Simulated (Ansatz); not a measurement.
# CH7NOSn: one species, many methods

An exercise on one series of results from a longer session: the logs are not shown, and one member is left open.

The runs use Ansatz 0.2.0, Gaussian basis; functionals in def2-TZVPP, the program's frozen cores in correlated methods.

Levels to be run: LDA (SPW92), PBE-D4, revPBE-D4, BLYP-D4, r2SCAN-D4, B97M-V, PBE0-D4, B3LYP-D4, r2SCANh-D4, r2SCAN0-D4, HSE06-D4, BHLYP-D4, CAM-B3LYP-D4, LC-ωPBE, ωB97X-V, ωB97M-V, B2PLYP, PBE-QIDH; CCSD(T)/def2-SVP; CCSD(T)/def2-TZVPP; MP2/def2-QZVPP; extrapolation to the limit; RPA on PBE.

**The relaxed structure**

An earlier PBE0-D4 in a triple-zeta def2 set relaxation fixed the geometry. Sn takes the def2 core potential; no spin-orbit term is included.

11 atoms, charge 0, spin multiplicity 1.

Atoms are counted from 1 here; the program's logs count them from 0.

Bond lengths: C1–O2 1.405 Å, C1–H5 1.098 Å, C1–H6 1.094 Å, C1–H7 1.100 Å, O2–Sn3 1.963 Å, Sn3–N4 2.017 Å, Sn3–H8 1.702 Å, Sn3–H9 1.708 Å, N4–H10 1.010 Å, N4–H11 1.010 Å. Angles: O2–C1–H5 112.5°, O2–C1–H6 108.3°, O2–C1–H7 112.2°, H5–C1–H6 108.0°, H5–C1–H7 108.0°, H6–C1–H7 107.6°, C1–O2–Sn3 119.3°, O2–Sn3–N4 105.2°, O2–Sn3–H8 102.4°, O2–Sn3–H9 109.3°, N4–Sn3–H8 115.1°, N4–Sn3–H9 107.1°, H8–Sn3–H9 116.9°, Sn3–N4–H10 116.0°, Sn3–N4–H11 115.1°, H10–N4–H11 108.8°.

Set-up of the first run:

File in.yaml:

```yaml
crystal:
  periodic: [false, false, false]
  atoms:
    - {symbol: C, position_ang: [-0.583873, 1.742999, 0.212949]}
    - {symbol: O, position_ang: [-0.882558, 0.557951, 0.905944]}
    - {symbol: Sn, position_ang: [0.287579, -1.002847, 0.687108]}
    - {symbol: N, position_ang: [0.409252, -1.299375, -1.303891]}
    - {symbol: H, position_ang: [-0.467125, 1.580280, -0.866247]}
    - {symbol: H, position_ang: [-1.409988, 2.445253, 0.361582]}
    - {symbol: H, position_ang: [0.332543, 2.223624, 0.585771]}
    - {symbol: H, position_ang: [-0.549357, -2.210074, 1.545841]}
    - {symbol: H, position_ang: [1.857892, -0.612407, 1.234178]}
    - {symbol: H, position_ang: [-0.258791, -1.947557, -1.696104]}
    - {symbol: H, position_ang: [1.329926, -1.534750, -1.646630]}
basis:
  gaussian: {orbitals: def2-TZVPP}
hamiltonian: {xc: lda}
output: {orbitals: {seedname: orbitals}}
```

Run with:

```bash
$ ansatz run in.yaml --threads 4 --pin off --events-out ev --progress --plain --max-ram 10444MiB
```

Among the steps run: LDA; PBE-D4 (GGA); revPBE-D4 (GGA); BLYP-D4 (GGA); r2SCAN-D4 (meta-GGA); B97M-V (meta-GGA); B3LYP-D4 (hybrid); r2SCANh-D4 (hybrid); r2SCAN0-D4 (hybrid); HSE06-D4 (hybrid); BHLYP-D4 (hybrid); CAM-B3LYP-D4 (range-separated); LC-ωPBE (range-separated); ωB97X-V (range-separated); ωB97M-V (range-separated); B2PLYP (double hybrid); PBE-QIDH (double hybrid).

One table of the session follows, with a row left open; its other results are not shown here.

It belongs to the step «Frontier levels by functional». 

```
  functional  HOMO (eV)  gap (eV)
 LDA (SPW92)      -5.90      4.83
      PBE-D4      -5.78      4.89
   revPBE-D4      -5.73      4.92
     BLYP-D4      -5.69      4.81
   r2SCAN-D4      -6.09      5.60
      B97M-V      -6.24      5.51
     PBE0-D4      -7.29      7.25
    B3LYP-D4      -7.06      6.70
  r2SCANh-D4      -6.66      6.48
  r2SCAN0-D4      -7.51      7.74
    HSE06-D4      -6.89      6.48
    BHLYP-D4          ?         ?
CAM-B3LYP-D4      -8.73      9.47
     LC-ωPBE     -10.08     11.98
     ωB97X-V      -9.75     11.48
     ωB97M-V      -9.68     11.02
```

Q: Estimate the row for BHLYP-D4 from the others.

Worked estimate for «HOMO (eV)». Against the share of exact exchange, BLYP-D4 (0, -5.69), B3LYP-D4 (0.2, -7.06) give a slope of -6.85 per unit share; at 0.5 the line stands at -9.11.

As computed: HOMO (eV): -8.70; gap (eV): 9.29. In «HOMO (eV)» the line misses by -0.41.
